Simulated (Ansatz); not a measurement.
This script drives Ansatz 0.2.0, Python API.

Contents of `ch4geos.xyz`:
```text
8

O     0.68500   -0.76300    1.73430
C     0.61650   -0.33220    0.56590
S     2.11880    0.08730   -0.27330
Ge   -0.97520   -0.15190   -0.36970
H     2.07570    1.42060    0.13960
H    -1.95860    0.86050    0.38170
H    -0.76240    0.35020   -1.80250
H    -1.70770   -1.52860   -0.43190
```

Script `scan_ch4geos.py`:
```python
'''Stretching a bond of CH4GeOS, the rest held rigid.'''

import ansatz
import numpy as np

mol = ansatz.Crystal.molecule_from_extxyz('ch4geos.xyz')

symbols = [site.symbol for site in mol.cartesian_sites]
start = np.array([site.position_ang for site in mol.cartesian_sites])
axis = (start[4] - start[2]) / np.linalg.norm(start[4] - start[2])
moving = [4]
lengths, energies = [1.19, 1.28, 1.4, 1.54, 1.75, 2.09, 2.51, 3.07], []
for length in lengths:
    xyz = start.copy()
    xyz[moving] += (length - np.linalg.norm(start[4] - start[2])) * axis
    point = ansatz.Crystal.molecule()
    for symbol, place in zip(symbols, xyz):
        point = point.atom(symbol, place.tolist())
    model = point.calculation().basis(gaussian='def2-SVP').functional('r2scan').spin('collinear')
    summary = model.run(threads=1, backend='cpu').report
    energies.append(summary['free_energy_ev'])
    print(f'r = {length:6.3f} A  E = {energies[-1]:.5f} eV  <S^2> = {abs(summary["mean_field"]["state"]["spin_squared"]):.3f}')

print('energy above the lowest point (eV):', [round(e - min(energies), 3) for e in energies])
```

It is started by `python scan_ch4geos.py`. Estimate its wall time and peak memory on 1 thread of Arm Neoverse V2 (shared host).

It took about 3 min, with a peak of 0.35 GiB, for 8 runs of the engine.

`python scan_ch4geos.py` gives:
```text
r =  1.190 A  E = -70485.61027 eV  <S^2> = 0.000
r =  1.280 A  E = -70485.99229 eV  <S^2> = 0.000
r =  1.400 A  E = -70486.04133 eV  <S^2> = 0.000
r =  1.540 A  E = -70485.73425 eV  <S^2> = 0.000
r =  1.750 A  E = -70484.97969 eV  <S^2> = 0.000
r =  2.090 A  E = -70483.70125 eV  <S^2> = 0.000
r =  2.510 A  E = -70482.90589 eV  <S^2> = 0.841
r =  3.070 A  E = -70482.86082 eV  <S^2> = 1.006
energy above the lowest point (eV): [0.431, 0.049, 0.0, 0.307, 1.062, 2.34, 3.135, 3.181]
```

What to keep in mind:
- Total energies depend on the basis set; only differences at equal settings carry meaning.
- The rest of the molecule is held rigid at a force-field or estimated start geometry, and the basis set is modest; single-reference methods fail as a bond breaks.
- The expectation value of S² is noticeably off S(S+1) in at least one run, so that state is spin-contaminated.
